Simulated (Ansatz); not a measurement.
# Bi: equation of state

An exercise on one series of results from a longer session: the logs are not shown, and one member is left open.

Computed with Ansatz 0.2.0 (DFT LDA, scalar-relativistic, unless a step's input says otherwise).

**The system as given**

It takes space group R-3m (No. 166, trigonal). Conventional cell: a = 4.546 Å, b = 4.546 Å, c = 11.862 Å, α = 90.00°, β = 90.00°, γ = 120.00°. Bi (site symmetry 3m) is surrounded by 6 Bi at 3.07 to 3.53 Å.

Structure file:

```xyz
2
Lattice="2.2730 1.3123 3.9540 -2.2730 1.3123 3.9540 0.0000 -2.6246 3.9540" Properties=species:S:1:pos:R:3 pbc="T T T"
Bi    0.0000    0.0000    2.7744
Bi    0.0000    0.0000    9.0876
```

Atoms are numbered in the order of the input: Bi1, Bi2.

Set-up of the first run:

Contents of input.yaml:

```yaml
crystal:
  lattice:
    - [2.2422797007, 1.2945807888, 3.9005610168]
    - [-2.2422797007, 1.2945807888, 3.9005610168]
    - [0.0, -2.5891615775, 3.9005610168]
  atoms:
    - { symbol: Bi, position: [0.23389, 0.23389, 0.23389] }
    - { symbol: Bi, position: [0.76611, 0.76611, 0.76611] }
kpoints:
  mp_grid: { grid: [11, 11, 11] }
  band_path:
    path:
      - [0.0, 0.0, 0.0]
      - [0.5, 0.5, 0.5]
      - [0.7598966753, 0.2401033247, 0.5]
      - [0.5, -0.2401033247, 0.2401033247]
      - [0.5, 0.0, 0.0]
      - [0.0, 0.0, 0.0]
      - [0.3700516624, -0.3700516624, 0.0]
      - [0.6299483376, 0.0, 0.3700516624]
      - [0.5, 0.0, 0.5]
    npoints: 5
scf:
  occupations: { method: fermi_dirac, width: 0.03 }
hamiltonian:
  xc: lda
  pseudopotentials: { kind: all_electron, lapw: { basis_error: 0.00025 } }
output:
  forces: true
  stress: true
  eigenvalues: true
```

Run with:

```bash
$ ansatz run input.yaml --threads 1 --pin off --max-ram 3072MiB --backend cpu --events-out ev --progress --plain --runs-dir out
```

Among the steps run: Volume × 0.96, LAPW; Volume × 0.96, PAW; Volume × 0.96, crystal datasets; Volume × 0.99, LAPW; Volume × 0.99, PAW; Volume × 0.99, crystal datasets; Volume × 1.02, LAPW; Volume × 1.02, PAW; Volume × 1.02, crystal datasets; Volume × 1.06, LAPW; Volume × 1.06, PAW; Volume × 1.06, crystal datasets.

One table of the session follows, with a row left open; its other results are not shown here.

It belongs to the step «The equation of state». 

```
          method  volume (Å³/atom)  pressure (GPa)  largest force (eV/Å)
            LAPW            33.968            0.16                 0.230
            LAPW            35.029           -1.37                 0.085
            LAPW            36.091           -2.66                 0.046
            LAPW            37.506           -4.05                 0.201
             PAW            33.968               ?                     ?
             PAW            35.029           -1.39                 0.083
             PAW            36.091           -2.68                 0.047
             PAW            37.506           -4.07                 0.202
crystal datasets            33.968            0.16                 0.230
crystal datasets            35.029           -1.37                 0.085
crystal datasets            36.091           -2.66                 0.046
crystal datasets            37.506           -4.05                 0.201
```

Q: Estimate the row for PAW, 33.968 from the others.

The run gave: pressure (GPa): 0.14; largest force (eV/Å): 0.229. In the column «pressure (GPa)» it lies between crystal datasets, 35.029 (-1.37) and LAPW, 33.968 (0.16).

To keep in mind: Shape and positions are held, so a fully relaxed modulus can be lower. Warnings in the runs' records: gradients without spin orbit, crystal datasets made.
